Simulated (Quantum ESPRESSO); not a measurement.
# Hf (P6_3/mmc) in Quantum ESPRESSO: a series of runs, part 2 of 2

Quantum ESPRESSO 7.5. Earlier steps stand in the parts before.

## 3. Relaxation of cell and atoms, PBEsol, target pressure 60 GPa, at which the enthalpy is minimised

Input file pw.in:

```
&CONTROL
  calculation = 'vc-relax'
  prefix = 'pwscf'
  outdir = './tmp'
  pseudo_dir = './pseudo'
  tprnfor = .true.
  tstress = .true.
  disk_io = 'low'
  nstep = 40
  forc_conv_thr = 0.0004
  etot_conv_thr = 1d-05
/
&SYSTEM
  ibrav = 0
  nat = 2
  ntyp = 1
  ecutwfc = 45
  ecutrho = 360
  nbnd = 19
  occupations = 'smearing'
  smearing = 'gaussian'
  degauss = 0.00734986
/
&ELECTRONS
  conv_thr = 4d-10
  electron_maxstep = 120
  mixing_beta = 0.5
/
&IONS
  ion_dynamics = 'bfgs'
/
&CELL
  cell_dynamics = 'bfgs'
  press = 600
  press_conv_thr = 0.3
/
ATOMIC_SPECIES
Hf   178.4900 hf_pbesol_v1.uspp.F.UPF
CELL_PARAMETERS angstrom
   3.1975000000    0.0000000000    0.0000000000
  -1.5987500000    2.7691162286    0.0000000000
   0.0000000000    0.0000000000    5.0500000000
ATOMIC_POSITIONS crystal
Hf     0.3333333333    0.6666666667    0.2500000000
Hf     0.6666666667    0.3333333333    0.7500000000
K_POINTS automatic
21 21 12 0 0 0
```

Potentials or basis: GBRV 1.5 PBEsol.

The run is started by

```
> OMP_NUM_THREADS=1 pw.x -in pw.in > pw.out
```

It took 16 min on 1 thread of AMD EPYC 7R43 (Zen 3), shared host; peak memory 0.47 GiB.

The run converged. Its results:

```
Free energy                                            : -4312.1983 eV
Relaxed volume                                         : 15.82 Å³/atom
Relaxed cell                                           : a = 2.818 Å, b = 2.818 Å, c = 4.600 Å, α = 90.00°, β = 90.00°, γ = 120.00°
Space group after relaxing (to 0.05 Å)                 : P6_3/mmc (No. 194)
Energy change on relaxing (the enthalpy is what falls) : +867.6 meV/atom
Ionic steps                                            : 6
Pressure after relaxing                                : 59.6 GPa
Band gap on the k mesh                                 : none (metal or under the smearing width)
```

Step by step:
```
step  energy change (eV)  largest force (eV/Å)  pressure (GPa)  volume (Å³)
   1              0.0000                0.0000           -3.60        44.71
   2              1.7166                0.0000           60.08        31.73
   3              1.7117                0.0000           59.86        31.72
   4              1.7364                0.0000           60.22        31.64
   5              1.7304                0.0000           59.91        31.65
   6              1.7353                0.0000           60.02        31.64
```

Final structure:
```
Hf
1.0
     2.81809    0.00000    0.00000
    -1.40905    2.44054    0.00000
     0.00000    0.00000    4.60008
Hf
2
Direct
  0.33333 0.66667 0.25000
  0.66667 0.33333 0.75000
```

Levels at points of the mesh, in eV from the Fermi level:
```
            k point  band 8  band 9  band 10  band 11  band 12  band 13  band 14  band 15  band 16  band 17
 (0.00, 0.00, 0.00)  -28.84   -8.35    -4.97     1.12     1.20     1.20     2.27     2.36     2.36     3.70
(0.00, 0.00, -0.50)  -28.99   -5.80    -5.80    -0.09    -0.09     1.13     1.13     1.13     1.13     6.74
```

Caveat: the volume moved by over 15 % at a fixed basis, so the end points are rough.

## 4. Relaxation of cell and atoms, PBEsol, target pressure 80 GPa, at which the enthalpy is minimised

pw.in: that of step 3 with these lines changed.

```diff
@@ -33,3 +33,3 @@
   cell_dynamics = 'bfgs'
-  press = 600
+  press = 800
   press_conv_thr = 0.3
```

Potentials or basis: GBRV 1.5 PBEsol.

The run is started by

```
> OMP_NUM_THREADS=1 pw.x -in pw.in > pw.out
```

pw.out:

```text
This program is part of the open-source Quantum ESPRESSO suite
     for quantum simulation of materials; please cite
[... 9 lines left out ...]
     --------------------
     sticks:   dense  smooth     PW     G-vecs:    dense   smooth      PW
     Sum         913     451    139                34833    12287    2129

     Using Slab Decomposition

     bravais-lattice index     =            0
     lattice parameter (alat)  =       6.0424  a.u.
     unit-cell volume          =     301.7447 (a.u.)^3
     number of atoms/cell      =            2
     number of atomic types    =            1
     number of electrons       =        24.00
     number of Kohn-Sham states=           19
     kinetic-energy cutoff     =      45.0000  Ry
     charge density cutoff     =     360.0000  Ry
     scf convergence threshold =      4.0E-10
     mixing beta               =       0.5000
     number of iterations used =            8  plain     mixing
[... 306 lines left out ...]
     iteration # 10     ecut=    45.00 Ry     beta= 0.50
     Davidson diagonalization with overlap
     ethr =  1.00E-13,  avg # of iterations =  1.9

     negative rho (up, down):  2.180E-01 0.000E+00

     End of self-consistent calculation

     Number of k-points >= 100: set verbosity='high' to print the bands.

     the Fermi energy is    22.8108 ev

!    total energy              =    -316.87733965 Ry
     estimated scf accuracy    <          1.3E-13 Ry
     smearing contrib. (-TS)   =      -0.00057322 Ry
     internal energy E=F+TS    =    -316.87676643 Ry

     The total energy is F=E-TS. E is the sum of the following terms:
     one-electron contribution =      -5.74516122 Ry
     hartree contribution      =      19.59297838 Ry
     xc contribution           =    -151.55712366 Ry
     ewald contribution        =    -179.16745993 Ry

     convergence has been achieved in  10 iterations

     negative rho (up, down):  2.180E-01 0.000E+00

     Forces acting on atoms (cartesian axes, Ry/au):

     atom    1 type  1   force =    -0.00000000   -0.00000000   -0.00000000
     atom    2 type  1   force =     0.00000000    0.00000000    0.00000000

     Total force =     0.000000     Total SCF correction =     0.000000

     Computing stress (Cartesian axis) and pressure

     negative rho (up, down):  2.180E-01 0.000E+00
          total   stress  (Ry/bohr**3)                   (kbar)     P=      795.94
   0.00541098   0.00000000   0.00000000          795.98        0.00        0.00
   0.00000000   0.00541098   0.00000000            0.00      795.98        0.00
   0.00000000   0.00000000   0.00541003            0.00        0.00      795.84

=------------------------------------------------------------------------------=
   JOB DONE.
=------------------------------------------------------------------------------=
```

Wall time 20 min (1 thread of AMD EPYC 7R43 (Zen 3), shared host); peak memory 0.46 GiB.

Results:

```yaml
Free_energy: -4311.3358 eV
Relaxed_volume: 14.83 Å³/atom
Relaxed_cell: a = 2.743 Å, b = 2.743 Å, c = 4.549 Å, α = 90.00°, β = 90.00°, γ = 120.00°
Space_group_after_relaxing_to_0.05_Å: P6_3/mmc (No. 194)
Energy_change_on_relaxing_the_enthalpy_is_what_falls: +1298.7 meV/atom
Ionic_steps: 8
Pressure_after_relaxing: 79.6 GPa
Band_gap_on_the_k_mesh: none (metal or under the smearing width)
```

The path:
| step | energy change (eV) | largest force (eV/Å) | pressure (GPa) | volume (Å³) |
| --- | --- | --- | --- | --- |
| 1 | 0.0000 | 0.0000 | -3.60 | 44.71 |
| 2 | 3.4311 | 0.0000 | 100.00 | 28.23 |
| 3 | 2.2764 | 0.0000 | 73.31 | 30.35 |
| 4 | 2.5295 | 0.0000 | 79.04 | 29.80 |
| 5 | 2.6192 | 0.0000 | 80.86 | 29.61 |
| 6 | 2.6217 | 0.0000 | 80.66 | 29.60 |
| 7 | 2.6019 | 0.0000 | 80.12 | 29.64 |
| 8 | 2.5975 | 0.0000 | 80.01 | 29.65 |

Final structure:
```yaml
crystal:
  lattice:
    - [2.74345, 0.00000, 0.00000]
    - [-1.37172, 2.37590, 0.00000]
    - [0.00000, 0.00000, 4.54927]
  atoms:
    - { symbol: Hf, position: [0.33333, 0.66667, 0.25000] }
    - { symbol: Hf, position: [0.66667, 0.33333, 0.75000] }
```

Levels at points of the mesh, in eV from the Fermi level:
| k point | band 9 | band 10 | band 11 | band 12 | band 13 | band 14 | band 15 | band 16 |
| --- | --- | --- | --- | --- | --- | --- | --- | --- |
| (0.00, 0.00, 0.00) | -8.42 | -5.17 | 0.87 | 1.23 | 1.23 | 2.43 | 2.43 | 2.67 |
| (0.00, 0.00, -0.50) | -5.79 | -5.79 | -0.14 | -0.14 | 1.20 | 1.20 | 1.20 | 1.20 |

Caveat: the volume moved by over 15 % at a fixed basis, so the end points are rough.

## 5. Overview

| cell | gap on the mesh (eV) | pressure (GPa) |
| --- | --- | --- |
| relaxed to 45 GPa | none | 44.6 |
| relaxed to 60 GPa | none | 59.6 |
| relaxed to 80 GPa | none | 79.6 |

Alike in all rows: task relaxation of cell and atoms; level PBEsol; potentials or basis GBRV 1.5 PBEsol; no spin polarisation; k mesh 21 × 21 × 12; cutoff (eV) 612; smearing gaussian 0.1 eV.

Caveats: the volume moved by over 15 % at a fixed basis, so the end points are rough.

Absolute energies hang on the potentials; compare differences alone.
